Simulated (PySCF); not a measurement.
# The bond of AsH+, level by level

One table from this session's results is given with a row withheld; the runs are named, their logs left out.

Computed with PySCF 2.14.0. Level: As def2-TZVPPD, H def2-TZVPPD, no relativity.

The first run:

Settings of the job:

```json
{
 "atoms": "As, H",
 "charge": "1",
 "basis": "As def2-TZVPPD, H def2-TZVPPD",
 "Hamiltonian": "no relativity",
 "basis functions": "71",
 "electrons treated": "33",
 "masses in u": "74.9216, 1.0078",
 "levels": "PBE0, PBE, r²SCAN, BP86, B97-3, BLYP, r²SCAN0, M06-2X, CAM-B3LYP, HF, MP2, SCS-MP2, CCSD, CCSD(T)",
 "grid": "80 radial by 434 angular points",
 "occupations": "held fixed by the projection of orbital angular momentum",
 "dissociation limit": "As+ + H, each in its ground configuration",
 "starting distance in angstrom": "1.595",
 "values of 2S to try": "1, 3"
}
```

On the command line:

```
> OMP_NUM_THREADS=1 python dia.py task.json out
```

Among the steps run: Set-up; The PBE0 curve of the state that the search chose; Higher solutions at PBE0; PBE (GGA); r²SCAN; BP86 (GGA); B97-3; BLYP; r²SCAN0 (hybrid meta-GGA); M06-2X (hybrid meta-GGA); CAM-B3LYP (range-separated hybrid); UHF (mean field); Adding correlation.

One of the session's tables, all rows but one given; the rest of the session is left out.

```
      level  Re (Å)  ωe (cm⁻¹)  De (eV)
        UHF   1.516       2336     2.14
    UHF-MP2   1.516       2277     2.93
UHF-SCS-MP2   1.518       2266     3.04
   UHF-CCSD   1.525       2215     3.09
UHF-CCSD(T)   1.527       2198     3.12
        PBE   1.551       2111     3.17
       BLYP   1.552       2090     3.23
       BP86   1.550       2109     3.34
     r²SCAN   1.533       2191     3.20
       PBE0   1.535       2199     3.11
    r²SCAN0   1.524       2245     3.14
      B97-3   1.536       2199     3.15
     M06-2X   1.530       2239     3.07
  CAM-B3LYP       ?          ?        ?
```

**Question.** Estimate the row for CAM-B3LYP.

As computed: Re (Å): 1.529; ωe (cm⁻¹): 2220; De (eV): 3.22. In the column «Re (Å)» it lies between UHF-CCSD(T) (1.527) and M06-2X (1.530).
